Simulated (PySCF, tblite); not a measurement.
**C5H7O2PS: geometry, infrared bands and NMR shifts**

Aim: predict the infrared bands and NMR shifts of C5H7O2PS (`C[P@@](=O)(O)c1ccsc1`).

Computed with tblite 0.8.0 and PySCF 2.14.0, with density-fitted response routines of our own, on a single molecule in the gas phase. Atoms count from 0, in the outputs and in this text.

### Step 1. The molecule as given

16 atoms, charge 0, multiplicity 1; geometry from: force field or distance geometry start.

Bonds of the start (Å): C0–P1 1.75, P1–O2 1.50, P1–O3 1.60, P1–C4 1.80, C4–C5 1.42, C5–C6 1.38, C6–S7 1.70, S7–C8 1.71, C8–C4 1.38, C0–H9 1.09, C0–H10 1.09, C0–H11 1.11, O3–H12 0.99, C5–H13 1.08, C6–H14 1.08, C8–H15 1.08.

### Step 2. Relaxing the molecule with GFN2-xTB

What the job is given:

```
{"job": {"kind": "relax", "xc": "GFN2-xTB", "basis": "xTB"}, "charge": 0, "multiplicity": 1}
C     -2.060400     0.841000    -0.643600
P     -1.151200     0.023700     0.608100
O     -1.052000     0.703800     1.946300
O     -1.804300    -1.435800     0.743000
C      0.556100    -0.179400     0.077700
C      1.643500     0.600000     0.543500
C      2.836800     0.240500    -0.053500
S      2.634200    -1.031000    -1.171200
C      0.951200    -1.110900    -0.865700
H     -2.047900     0.281700    -1.577000
H     -1.666700     1.840000    -0.834700
H     -3.119200     0.951900    -0.342800
H     -1.439000    -1.936600     1.519400
H      1.570400     1.382300     1.289900
H      3.815400     0.664300     0.123900
H      0.325400    -1.826400    -1.374600
```

The run is started by

```
OMP_NUM_THREADS=1 python probes_run.py task.json out
```

One launch serves the whole session: the jobs run in the order shown.

**Question.** This job is followed by: GFN2-xTB harmonic vibrations, gas phase; GIAO PBE0/pcSseg-1 NMR shielding, non-relativistic, gas phase. What will the session give for the following? strongest single infrared mode (GFN2-xTB); zero-point energy (GFN2-xTB); 13C shifts against TMS (PBE0/pcSseg-1); 1H shifts against TMS (PBE0/pcSseg-1, means over atoms taken as alike); 31P shifts against H3PO4 (PBE0/pcSseg-1); 17O shifts against H2O (PBE0/pcSseg-1); 33S shifts against CS2 (PBE0/pcSseg-1).

The runs gave:

| quantity | value |
| --- | --- |
| strongest single infrared mode (GFN2-xTB) | 1262 cm⁻¹, 270 km/mol |
| zero-point energy (GFN2-xTB) | 69.1 kcal/mol |
| 13C shifts against TMS (PBE0/pcSseg-1) | 142.4, 139.7, 134.3, 134.2, 23.4 ppm |
| 1H shifts against TMS (PBE0/pcSseg-1, means over atoms taken as alike) | 7.60, 7.54, 7.22, 2.79, 1.53 ppm |
| 31P shifts against H3PO4 (PBE0/pcSseg-1) | 24.4 ppm |
| 17O shifts against H2O (PBE0/pcSseg-1) | 151.6, 119.9 ppm |
| 33S shifts against CS2 (PBE0/pcSseg-1) | 253 ppm |

**Reading.** Relaxing lowered the energy by 0.325 eV in 53 steps; the close pair that moved most is C0–P1, from 1.750 to 1.828 Å. All 42 modes are real, so the xTB geometry is a minimum. The strongest single mode, at 1262 cm⁻¹, moves mainly O2 and P1. Unscaled tight-binding wavenumbers are off by several per cent, some by more. Its intensities can rank the bands wrongly. At PBE0/pcSseg-1: Shielding is most anisotropic at S7 (span 263 ppm, paramagnetic term -806 ppm). NICS(1)zz of -28 ppm above the planar ring from C4 marks a diatropic (aromatic) ring current.
